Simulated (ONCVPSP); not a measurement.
**An ONCV potential for terbium, from input to tests**

Aim: build the potential from the settings below, then test how well it stands in for the atom: other configurations, scattering, ghost states and the plane-wave cutoff that it needs.

The numbers are computed with ONCVPSP 4.0.1 (PW91, scalar-relativistic, spin-unpolarised reference atom).

**1. Settings**

The settings as typed:

* element: terbium (Tb, Z = 65)
* type: optimised norm-conserving Vanderbilt (ONCV)
* frozen core: [Kr] 4d10 4f8
* valence charge: 11
* reference configuration: 5s2 5p6 5d1 6s1 (charge +1)
* partial waves: 5s+6s: rc 2.10 bohr, ncon 5, nbas 8, qcut 5.8 1/bohr, 2 projectors; 5p: rc 1.60 bohr, ncon 4, nbas 7, qcut 5.5 1/bohr, 2 projectors, debl 3.7 Ha; 5d: rc 3.65 bohr, ncon 5, nbas 9, qcut 3.4 1/bohr, 2 projectors, debl 0.4 Ha
* local potential: polynomial inside 1.40 bohr (lpopt 5, dvloc0 0 Ha)
* core correction: not asked for

**2. The generation run**

File Tb.dat:

```
# ATOM AND REFERENCE CONFIGURATION
# atsym  z   nc   nv     iexc    psfile
  Tb 65.00   10    4  -109134      upf
#
#   n    l    f
    1    0    2.00
    2    0    2.00
    2    1    6.00
    3    0    2.00
    3    1    6.00
    3    2   10.00
    4    0    2.00
    4    1    6.00
    4    2   10.00
    4    3    8.00
    5    0    2.00
    5    1    6.00
    5    2    1.00
    6    0    1.00
#
# PSEUDOPOTENTIAL AND OPTIMIZATION
# lmax
    2
#
#   l,   rc,      ep,       ncon, nbas, qcut
    0    2.10    0.00    5    8    5.80
    1    1.60    0.00    4    7    5.50
    2    3.65    0.00    5    9    3.40
#
# LOCAL POTENTIAL
# lloc, lpopt,  rc(5),   dvloc0
    4    5    1.40    0.00
#
# VANDERBILT-KLEINMAN-BYLANDER PROJECTORs
# l, nproj, debl
    0    2    1.20
    1    2    3.70
    2    2    0.40
#
# MODEL CORE CHARGE
# icmod, fcfact, rcfact
    0    0.00    0.00
#
# LOG DERIVATIVE ANALYSIS
# epsh1, epsh2, depsh
   -4.00    5.00    0.02
#
# OUTPUT GRID
# rlmax, drl
    6.00    0.01
#
# TEST CONFIGURATIONS
# ncnf
    4
# nvcnf
#   n    l    f
    4
    5    0    2.00
    5    1    6.00
    5    2    1.00
    6    0    2.00
#
    4
    5    0    2.00
    5    1    6.00
    5    2    1.00
    6    0    0.00
#
    4
    5    0    2.00
    5    1    6.00
    5    2    0.00
    6    0    0.00
#
    4
    5    0    2.00
    5    1    6.00
    5    2    2.00
    6    0    0.00
#
```

Launch:

```console
$ oncvpsp.x < Tb.dat > Tb.out
```

Q: Predict the outcome of this session. Wanted: cutoffs for 1 and 0.1 mHa per electron, occupied waves; bound ghosts; GHOST(+) flags; largest test error; largest phase difference near zero energy, channels read.

**Answer**, as computed:

| quantity | value |
| --- | --- |
| cutoffs for 1 and 0.1 mHa per electron, occupied waves | 28 Ha and 55 Ha |
| bound ghosts | none found |
| GHOST(+) flags | s at 91 eV, d at 171 eV |
| largest test error (AE − PS) | +97 meV, for 5s2 5p6 5d0 6s0 |
| largest phase difference near zero energy, channels read | 0.004 rad |

What this shows: By total energies transferability is fair: the largest error is 97 meV on 32.3 eV, for 5s2 5p6 5d0 6s0. By its cutoff, 28 Ha for the looser tolerance, it is of middling hardness. At the looser tolerance the 5p wave is the slowest; 5s needs 14 Ha. It is free of bound ghosts as far as tested. Near zero energy the phases of the channels with partial waves agree within 0.004 rad. The program also flags highly localised states, GHOST(+) (s, d). Note that the frozen 4f shell (-15 eV) lies higher than the valence 5s shell (-58 eV).
